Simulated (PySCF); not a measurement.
# C4H5FOSi: the cost of one run

Programs: PySCF 2.14.0, with density-fitted response routines of our own. Each step states its level of theory. These are calculated values for one molecule in the gas phase, unless marked as measured. Atoms are numbered from 0 throughout.

### 1 Starting geometry

12 atoms, charge 0, multiplicity 1; geometry from: GFN2-xTB. The atoms were then displaced at random by about 0.01 Å, so the start is not that level's minimum.

Bonds of the start (Å): O0–Si1 1.65, Si1–C2 1.90, C2–C3 1.32, C3–C4 1.44, C4–C5 1.33, C5–F6 1.36, C5–Si1 1.92, O0–H7 0.98, Si1–H8 1.46, C2–H9 1.06, C3–H10 1.10, C4–H11 1.09.

### 2 Optimising the geometry at PBE0-D3(BJ)/def2-SVP

Job settings and geometry (Å):

```
{"job": {"xc": "PBE0", "basis": "def2-SVP", "d3": "d3bj", "grid": 1, "shake": 0.01, "kind": "geom"}, "charge": 0, "multiplicity": 1}
O      2.160460    -1.338910    -0.038350
Si     0.590940    -1.033310     0.365910
C     -0.667780    -0.659390    -1.013880
C     -1.171030     0.548040    -0.819320
C     -0.741250     1.313020     0.317260
C      0.203200     0.716840     1.047100
F      0.755540     1.280620     2.148880
H      2.664550    -0.712500    -0.592760
H      0.294350    -2.116210     1.293160
H     -0.947900    -1.296020    -1.811420
H     -1.970100     0.968900    -1.450060
H     -1.131310     2.300660     0.544450
```

Run with:

```sh
$ OMP_NUM_THREADS=1 python probes_run.py task.json out
```

The driver reads the jobs from task.json and runs them one after another.

**Question.** How long does this first job take on 1 thread of Arm Neoverse V1, shared host, and how much memory does it need?

About 51 s, with a peak of 0.55 GiB.
